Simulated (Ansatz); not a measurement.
# Al3Ga4N7: the cost of one run

Method: DFT PBE, scalar-relativistic, plane waves, PAW, in Ansatz 0.2.0.

### Step 1. The starting structure

The cell holds 14 atoms (Al3Ga4N7): a = 5.424 Å, b = 5.677 Å, c = 5.504 Å, α = 86.24°, β = 92.15°, γ = 90.49°.

3 Al, 7 N, 4 Ga were thrown into a skewed cell at random, at 1.00 times a reference volume of the solid, and pushed apart as soft spheres.

As a file:

```
CELL_PARAMETERS angstrom
5.42341 -0.02182 -0.10210
-0.02182 5.67374 0.18324
-0.10210 0.18324 5.49989
ATOMIC_POSITIONS crystal
Al 0.42977 0.53216 0.55054
Al 0.45734 0.20163 0.24522
Al 0.96397 0.32016 0.42626
N 0.51918 0.16582 0.60190
N 0.66979 0.46076 0.14845
N 0.41345 0.78548 0.82655
N 0.08433 0.02174 0.54246
N 0.81900 0.00695 0.08251
N 0.42765 0.85110 0.29881
N 0.78326 0.55904 0.61018
Ga 0.78970 0.87161 0.40456
Ga 0.08943 0.16068 0.91095
Ga 0.20776 0.69539 0.10247
Ga 0.75912 0.76514 0.87011
```

### Step 2. Dynamics at 4000 K

The cutoff is lowered while the worst contacts of the packing are taken out. One k point, a Fermi-Dirac width of 0.345 eV and a fixed cell.

Contents of input.yaml:

```yaml
crystal:
  lattice:
    - [5.42341, -0.021816, -0.102099]
    - [-0.021816, 5.673736, 0.183245]
    - [-0.102099, 0.183245, 5.499889]
  atoms:
    - { symbol: Al, position: [0.4297740107, 0.5321558355, 0.550536941] }
    - { symbol: Al, position: [0.4573421386, 0.2016284898, 0.2452222533] }
    - { symbol: Al, position: [0.9639676327, 0.320159629, 0.4262634376] }
    - { symbol: "N", position: [0.5191806583, 0.1658179898, 0.6019009661] }
    - { symbol: "N", position: [0.6697940182, 0.460764159, 0.1484454885] }
    - { symbol: "N", position: [0.4134488891, 0.7854773468, 0.8265471737] }
    - { symbol: "N", position: [0.0843270243, 0.0217407493, 0.5424596064] }
    - { symbol: "N", position: [0.8190039115, 0.0069460894, 0.0825127486] }
    - { symbol: "N", position: [0.4276470661, 0.8510985372, 0.2988071793] }
    - { symbol: "N", position: [0.7832586996, 0.5590440071, 0.6101813953] }
    - { symbol: Ga, position: [0.7896952317, 0.8716098758, 0.4045624349] }
    - { symbol: Ga, position: [0.08942745, 0.160680629, 0.9109498365] }
    - { symbol: Ga, position: [0.2077577656, 0.6953866102, 0.1024722535] }
    - { symbol: Ga, position: [0.7591212743, 0.7651436276, 0.8701116029] }
  symmetry: { detect: false }
basis:
  ecutwfc: 320
  xc_grid: 1
kpoints:
  mp_grid: { grid: [1, 1, 1], shift: [0.25, 0.25, 0.25] }
hamiltonian:
  xc: pbe
scf:
  occupations: { method: fermi_dirac, width: 0.3447 }
  lower_state_search: "off"
  convergence: { dr2_threshold: 1.0e-05 }
output:
  forces: true
  stress: true
md:
  timestep: 2.0
  n_steps: 24
  ensemble: nvt_langevin
  friction: 0.03
  temperature: 4000.0
  initial_velocities: maxwell_boltzmann
  seed: 33501
```

Run with:

```
$ ansatz run input.yaml --threads 2 --pin off --max-ram 5120MiB --backend cpu --events-out ev --progress --plain --runs-dir out
```

What time and memory should one allow on 2 threads of Intel Xeon at 2.50GHz (Skylake/Cascade Lake), shared host?

About 41 s, with a peak of 0.36 GiB.
